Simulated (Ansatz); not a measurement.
# Cl3HO2W: small, medium and large basis sets

One table from this session's results is given with a row withheld; the runs are named, their logs left out.

Method: one geometry, several basis sets; program: Ansatz 0.2.0, Gaussian basis.

Levels to be run: PBE0-D4/def2-SVP; ωB97M-V/def2-SVP; PBE0-D4/def2-QZVPP; ωB97M-V/def2-QZVPP; the functionals' def2-TZVPP values are taken from earlier runs.

**The relaxed structure**

An earlier PBE0-D4 in a triple-zeta def2 set relaxation fixed the geometry. W takes the def2 core potential; no spin-orbit term is included.

SMILES `[O]=[W]([OH])([Cl])([Cl])[Cl]`, 7 atoms, charge 0, spin multiplicity 1.

Atoms are counted from 1 here; the program's logs count them from 0.

Bond lengths: O1–W2 1.671 Å, W2–O3 1.866 Å, W2–Cl4 2.303 Å, W2–Cl5 2.297 Å, W2–Cl6 2.303 Å, O3–H7 0.961 Å. Angles: O1–W2–O3 100.6°, O1–W2–Cl4 108.1°, O1–W2–Cl5 101.4°, O1–W2–Cl6 108.2°, O3–W2–Cl4 87.3°, O3–W2–Cl5 158.0°, O3–W2–Cl6 87.2°, Cl4–W2–Cl5 85.9°, Cl4–W2–Cl6 143.7°, Cl5–W2–Cl6 85.9°, W2–O3–H7 130.1°.

As a file:

```
atom     x (Å)     y (Å)     z (Å)
  O1  -1.88410  -0.14517   0.38529
  W2  -0.31310   0.10490  -0.12721
  O3   0.62336  -0.90625   1.13146
 Cl4   0.20685  -1.52734  -1.66579
 Cl5  -0.64039   1.47886  -1.93824
 Cl6   0.50017   1.97813   0.93775
  H7   1.56842  -1.05103   1.23106
```

Set-up of the first run:

in.yaml

```yaml
crystal:
  periodic: [false, false, false]
  atoms:
    - {symbol: O, position_ang: [-1.884101, -0.145167, 0.385289]}
    - {symbol: W, position_ang: [-0.313098, 0.104904, -0.127214]}
    - {symbol: O, position_ang: [0.623357, -0.906254, 1.131455]}
    - {symbol: Cl, position_ang: [0.206845, -1.527338, -1.665785]}
    - {symbol: Cl, position_ang: [-0.640389, 1.478856, -1.938243]}
    - {symbol: Cl, position_ang: [0.500169, 1.978133, 0.937745]}
    - {symbol: H, position_ang: [1.568417, -1.051035, 1.231055]}
basis:
  gaussian: {orbitals: def2-SVP}
hamiltonian: {xc: pbe0, dispersion: d4}
output: {orbitals: {seedname: orbitals}}
```

The run is started by

```console
$ ansatz run in.yaml --threads 4 --pin off --events-out ev --progress --plain --max-ram 11315MiB
```

Among the steps run: PBE0-D4 in def2-SVP; ωB97M-V in def2-SVP; PBE0-D4 in def2-QZVPP; ωB97M-V in def2-QZVPP.

One of the session's tables, all rows but one given; the rest of the session is left out.

It belongs to the step «Density functionals: the series». 

| functional | basis | HOMO (eV) | LUMO (eV) |
| --- | --- | --- | --- |
| PBE0-D4 | def2-SVP | -8.78 | -4.21 |
| PBE0-D4 | def2-TZVPP | -8.79 | -4.15 |
| PBE0-D4 | def2-QZVPP | ? | ? |
| ωB97M-V | def2-SVP | -10.93 | -2.12 |
| ωB97M-V | def2-TZVPP | -10.99 | -2.10 |
| ωB97M-V | def2-QZVPP | -11.02 | -2.16 |

Estimate the missing values for PBE0-D4, def2-QZVPP.

**Answer.** HOMO (eV): -8.81; LUMO (eV): -4.19. In the column «HOMO (eV)» it lies between ωB97M-V, def2-SVP (-10.93) and PBE0-D4, def2-TZVPP (-8.79).
